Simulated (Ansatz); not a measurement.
# CH5ClIInSiTe: the cost of one run

Computed with Ansatz 0.2.0, Gaussian basis. Level: one geometry, several basis sets.

The runs, in order: PBE0-D4/def2-SVP; ωB97M-V/def2-SVP; PBE0-D4/def2-QZVPP; ωB97M-V/def2-QZVPP; the functionals' def2-TZVPP values are taken from earlier runs.

## 1. The geometry

The geometry comes from an earlier relaxation with PBE0-D4 in a triple-zeta def2 set; it is a stationary point, not always the lowest conformer. In, Te, I take the def2 core potential; no spin-orbit term is included.

SMILES `[SiH3][CH](Cl)[In]([TeH])[I]`, 11 atoms, charge 0, spin multiplicity 1.

Atoms are counted from 1 here; the program's logs count them from 0.

Bond lengths: Si1–C2 1.877 Å, Si1–H7 1.485 Å, Si1–H8 1.487 Å, Si1–H9 1.486 Å, C2–Cl3 1.789 Å, C2–In4 2.174 Å, C2–H10 1.092 Å, In4–Te5 2.668 Å, In4–I6 2.667 Å, Te5–H11 1.660 Å. Angles: C2–Si1–H7 110.7°, C2–Si1–H8 108.0°, C2–Si1–H9 108.8°, H7–Si1–H8 110.3°, H7–Si1–H9 109.6°, H8–Si1–H9 109.4°, Si1–C2–Cl3 109.7°, Si1–C2–In4 112.8°, Si1–C2–H10 110.9°, Cl3–C2–In4 109.6°, Cl3–C2–H10 107.4°, In4–C2–H10 106.3°, C2–In4–Te5 124.1°, C2–In4–I6 117.2°, Te5–In4–I6 118.7°, In4–Te5–H11 88.5°.

As a file:

```mol
CH5ClIInSiTe
  3D, bonds by distance, orders not assigned

 11 10  0  0  0  0  0  0  0  0999 V2000
    0.7720   -0.7070    1.5433 Si  0  0
    0.2681   -0.7932   -0.2632 C   0  0
    1.6986   -0.5189   -1.3025 Cl  0  0
   -1.2874    0.6382   -0.7727 In  0  0
   -0.9436    2.6919   -2.4416 Te  0  0
   -3.6746    0.2998    0.3669 I   0  0
    1.8610   -1.6748    1.8311 H   0  0
   -0.4243   -1.0169    2.3704 H   0  0
    1.2382    0.6707    1.8457 H   0  0
   -0.1300   -1.7802   -0.5093 H   0  0
    0.6220    2.1903   -2.6681 H   0  0
  1  2  8  0
  2  3  8  0
  2  4  8  0
  4  5  8  0
  4  6  8  0
  1  7  8  0
  1  8  8  0
  1  9  8  0
  2 10  8  0
  5 11  8  0
M  END
```

## 2. PBE0-D4 in def2-SVP

The input, in.yaml:

```yaml
crystal:
  periodic: [false, false, false]
  atoms:
    - {symbol: Si, position_ang: [0.771962, -0.706974, 1.543293]}
    - {symbol: C, position_ang: [0.268081, -0.793191, -0.263167]}
    - {symbol: Cl, position_ang: [1.698569, -0.518909, -1.302522]}
    - {symbol: In, position_ang: [-1.287354, 0.638216, -0.772746]}
    - {symbol: Te, position_ang: [-0.943635, 2.691861, -2.441594]}
    - {symbol: I, position_ang: [-3.674586, 0.299825, 0.366912]}
    - {symbol: H, position_ang: [1.860968, -1.674770, 1.831123]}
    - {symbol: H, position_ang: [-0.424272, -1.016865, 2.370407]}
    - {symbol: H, position_ang: [1.238205, 0.670656, 1.845730]}
    - {symbol: H, position_ang: [-0.129959, -1.780198, -0.509302]}
    - {symbol: H, position_ang: [0.622031, 2.190349, -2.668135]}
basis:
  gaussian: {orbitals: def2-SVP}
hamiltonian: {xc: pbe0, dispersion: d4}
output: {orbitals: {seedname: orbitals}}
```

Launch:

```bash
> ansatz run in.yaml --threads 2 --pin off --events-out ev --progress --plain --max-ram 22528MiB --backend cpu
```

What time and memory should one allow on 2 threads of AMD EPYC 7R13, shared host?

About 7.5 s, with a peak of 0.6 GiB.
